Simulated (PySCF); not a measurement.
**CH10BNSi2 (SMILES BNC[SiH2][SiH3]) at 6 levels**

Wanted: a comparison of 6 runs (HF/STO-3G, HF/3-21G, HF/6-31G**, HF/def2-SVP, PBE0/def2-SVP, r2SCAN/def2-SVP) of CH10BNSi2. 

The results are computed with PySCF 2.14.0.

### 1 The structure to begin with

CH10BNSi2 has 15 atoms, charge 0, and is taken as a singlet. SMILES: `BNC[SiH2][SiH3]`. Geometry: relaxed at GFN2-xTB. This is one conformer, not always the lowest.

Bond lengths: B1–N2 1.375 Å, N2–C3 1.450 Å, C3–Si4 1.919 Å, Si4–Si5 2.309 Å, B1–H6 1.172 Å, B1–H7 1.173 Å, N2–H8 1.010 Å, C3–H9 1.090 Å, C3–H10 1.095 Å, Si4–H11 1.475 Å, Si4–H12 1.471 Å, Si5–H13 1.465 Å, Si5–H14 1.467 Å, Si5–H15 1.466 Å. Some angles: B1–N2–C3 127.4°, N2–C3–Si4 110.5°, C3–Si4–Si5 109.4°, B1–N2–H8 120.9°, C3–N2–H8 111.6°, N2–B1–H6 118.8°, N2–B1–H7 119.0°, N2–C3–H9 108.1°, N2–C3–H10 109.5°, Si4–C3–H9 110.3°.

### 2 Energy and forces at HF/STO-3G (run 1)

The input, input.py:

```python
# BNC[SiH2][SiH3]
from pyscf import gto, scf

mol = gto.M(
    atom=[
    ('B', (-0.520270, 1.894600, 1.105660)),
    ('N', (-0.717390, 0.547160, 1.294910)),
    ('C', (-1.306270, -0.396820, 0.364660)),
    ('Si', (0.049170, -1.518390, -0.400970)),
    ('Si', (1.644200, -0.200660, -1.427220)),
    ('H', (0.003330, 2.513330, 1.952800)),
    ('H', (-0.894350, 2.390490, 0.110430)),
    ('H', (-0.399670, 0.090000, 2.137420)),
    ('H', (-1.813920, 0.169960, -0.416500)),
    ('H', (-2.071400, -0.987610, 0.878700)),
    ('H', (0.573850, -2.326160, 0.715560)),
    ('H', (-0.648310, -2.473730, -1.274920)),
    ('H', (2.153560, 0.862490, -0.558140)),
    ('H', (2.803220, -1.003520, -1.833860)),
    ('H', (1.144280, 0.438840, -2.648530)),
],
    max_memory=1860,
    verbose=4,
    basis='sto-3g',
)

mf = scf.RHF(mol)
mf.conv_tol = 1e-10
mf.kernel()
if not mf.converged:
    mf = mf.newton().run(mf.mo_coeff, mf.mo_occ)

energy = mf.e_tot
print('Final energy', energy)
grad = mf.nuc_grad_method().kernel()
mf.analyze()
```

Command:

```sh
$ OMP_NUM_THREADS=1 python input.py
```

Standard output:

```text
PySCF version 2.14.0

[... 84 lines left out ...]
Two-electron Energy =                  537.351750241782497
[... 10 lines left out ...]
MO #7   energy= -5.9466900839571   occ= 2
[... 8 lines left out ...]
MO #16  energy= -0.713001263925472 occ= 2
[... 8 lines left out ...]
MO #25  energy= -0.408677917628096 occ= 2
[... 8 lines left out ...]
MO #34  energy= 0.582297120235246  occ= 0
[... 8 lines left out ...]
MO #43  energy= 0.948803023856299  occ= 0
[... 61 lines left out ...]
Dipole moment(X, Y, Z, Debye):  0.03352, -1.90877, -0.03158
```

Run time: 3.6 s. Hardware: 1 thread of Intel Xeon at 2.70GHz, shared host; peak memory 0.12 GiB.

### 3 Energy and gradient at HF/3-21G (run 2)

The input, run.py:

```python
import pyscf.grad
from pyscf import gto, scf

molecule = gto.M(
    atom='''
B     -0.983168     3.580275     2.089395
N     -1.355671     1.033983     2.447025
C     -2.468493    -0.749881     0.689108
Si     0.092918    -2.869341    -0.757723
Si     3.107088    -0.379192    -2.697055
H      0.006293     4.749505     3.690257
H     -1.690077     4.517371     0.208682
H     -0.755267     0.170075     4.039138
H     -3.427812     0.321178    -0.787071
H     -3.914379    -1.866312     1.660502
H      1.084419    -4.395805     1.352212
H     -1.225128    -4.674672    -2.409250
H      4.069639     1.629870    -1.054732
H      5.297318    -1.896378    -3.465493
H      2.162376     0.829287    -5.004996
''',
    basis='3-21g',
    max_memory=1860,
    charge=0,
    verbose=3,
    unit='bohr',
)

mf = scf.RHF(molecule)
mf.conv_tol = 1e-10
mf.kernel()
if not mf.converged:
    mf = mf.newton().run(mf.mo_coeff, mf.mo_occ)

etot = mf.e_tot
print('E(%s) = %.9f' % ('HF', etot))
grad = mf.Gradients().kernel()
dip = mf.dip_moment()
pop, q = mf.mulliken_pop()
```

Command:

```sh
$ OMP_NUM_THREADS=1 python run.py
```

Standard output:

```text
converged SCF energy = -696.945965394597
[... 9 lines left out ...]
Dipole moment(X, Y, Z, Debye): -0.50546, -1.69426,  0.29785
[... 89 lines left out ...]
charge of   14H =     -0.15800
```

Run time: 4.2 s. Hardware: 1 thread of Intel Xeon at 2.70GHz, shared host; peak memory 0.14 GiB.

Run 3 isn't shown in full; the table further down has it.

### 4 Energy and gradient at HF/def2-SVP (run 4)

The input, run.py:

```python
from pyscf import gto

mol = gto.M(
    atom='''
B   -0.520270   1.894600   1.105660
N   -0.717390   0.547160   1.294910
C   -1.306270  -0.396820   0.364660
Si   0.049170  -1.518390  -0.400970
Si   1.644200  -0.200660  -1.427220
H    0.003330   2.513330   1.952800
H   -0.894350   2.390490   0.110430
H   -0.399670   0.090000   2.137420
H   -1.813920   0.169960  -0.416500
H   -2.071400  -0.987610   0.878700
H    0.573850  -2.326160   0.715560
H   -0.648310  -2.473730  -1.274920
H    2.153560   0.862490  -0.558140
H    2.803220  -1.003520  -1.833860
H    1.144280   0.438840  -2.648530
''',
    max_memory=1860,
    verbose=3,
    basis='def2-svp',
)

myscf = mol.RHF()
myscf.conv_tol = 1e-10
myscf.kernel()
if not myscf.converged:
    myscf = myscf.newton().run(myscf.mo_coeff, myscf.mo_occ)

energy = myscf.e_tot
print(f'total energy: {energy:.8f} hartree')
grad = myscf.nuc_grad_method().kernel()
dip = myscf.dip_moment()
pop, q = myscf.mulliken_pop()
```

Command:

```sh
$ OMP_NUM_THREADS=1 python run.py
```

Standard output:

```text
converged SCF energy = -700.429513519137
total energy: -700.42951352 hartree
[... 8 lines left out ...]
Dipole moment(X, Y, Z, Debye): -0.48567, -1.49675,  0.36586
[... 144 lines left out ...]
charge of   14H =     -0.12268
```

Wall time 24 s (1 thread of Intel Xeon at 2.70GHz, shared host); peak memory 0.38 GiB.

Run 5 isn't shown in full; the table further down has it.

### 5 Energy and gradient at r2SCAN/def2-SVP (run 6)

The input, run.py:

```python
import pyscf.grad
from pyscf import gto, dft

system = gto.M(
    atom='''
B   -0.520270   1.894600   1.105660
N   -0.717390   0.547160   1.294910
C   -1.306270  -0.396820   0.364660
Si   0.049170  -1.518390  -0.400970
Si   1.644200  -0.200660  -1.427220
H    0.003330   2.513330   1.952800
H   -0.894350   2.390490   0.110430
H   -0.399670   0.090000   2.137420
H   -1.813920   0.169960  -0.416500
H   -2.071400  -0.987610   0.878700
H    0.573850  -2.326160   0.715560
H   -0.648310  -2.473730  -1.274920
H    2.153560   0.862490  -0.558140
H    2.803220  -1.003520  -1.833860
H    1.144280   0.438840  -2.648530
''',
    verbose=4,
    max_memory=1860,
    basis='def2-svp',
)

calc0 = dft.RKS(system)
calc0.xc = 'r2scan'
calc0.conv_tol = 1e-10
calc0.grids.level = 5
calc0.kernel()
if not calc0.converged:
    calc0 = calc0.newton().run(calc0.mo_coeff, calc0.mo_occ)

e_tot = calc0.e_tot
print('E = %.10f Eh' % e_tot)
grad = calc0.Gradients().kernel()
dip = calc0.dip_moment()
pop, q = calc0.mulliken_pop()
```

Command:

```sh
$ OMP_NUM_THREADS=1 python run.py
```

Standard output:

```text
PySCF version 2.14.0

[... 86 lines left out ...]
converged SCF energy = -702.310402287595
[... 13 lines left out ...]
Dipole moment(X, Y, Z, Debye): -0.54062, -1.73952,  0.40743
[... 144 lines left out ...]
charge of   14H =     -0.04701
```

It took 2 min on 1 thread of Intel Xeon at 2.70GHz, shared host; peak memory 1.4 GiB.

### 6 The series

```
run                             level  integration grid  energy (Eh)  dipole moment (D)  HOMO energy (eV)  LUMO energy (eV)  wall time
  1                         HF/STO-3G                 –  -692.606774               1.91             -8.23              9.21      3.6 s
  2                          HF/3-21G                 –  -696.945965               1.79            -10.16              3.52      4.2 s
  3  HF/6-31G** (spherical functions)                 –  -700.676946               1.59            -10.11              3.37       41 s
  4                       HF/def2-SVP                 –  -700.429514               1.62            -10.28              3.33       24 s
  5                     PBE0/def2-SVP                 5  -702.045107               1.85             -7.44             -0.05       71 s
  6                   r2SCAN/def2-SVP                 5  -702.310402               1.87             -6.45             -0.69      2 min
```

### 7 Outcome

| quantity | value |
| --- | --- |
| run 6: total energy | -702.31040 Eh |
| run 6: dipole moment | 1.87 D |
| run 6: HOMO energy | -6.45 eV |
| run 6: LUMO energy | -0.69 eV |
| run 6: HOMO–LUMO gap | 5.76 eV |
| run 6: largest force on an atom | 0.954 eV/Å |

What this shows: The dipole moment (its size) runs from 1.59 D (HF/6-31G**) to 1.91 D (HF/STO-3G). The HOMO–LUMO gap runs from 5.76 eV (r2SCAN/def2-SVP) to 17.45 eV (HF/STO-3G). The two ends differ in method and basis. Totals of different functionals can't be ranked against each other. In run 1 the basis is minimal, so the values are rough. All runs together took 4.4 min, the longest 2 min.
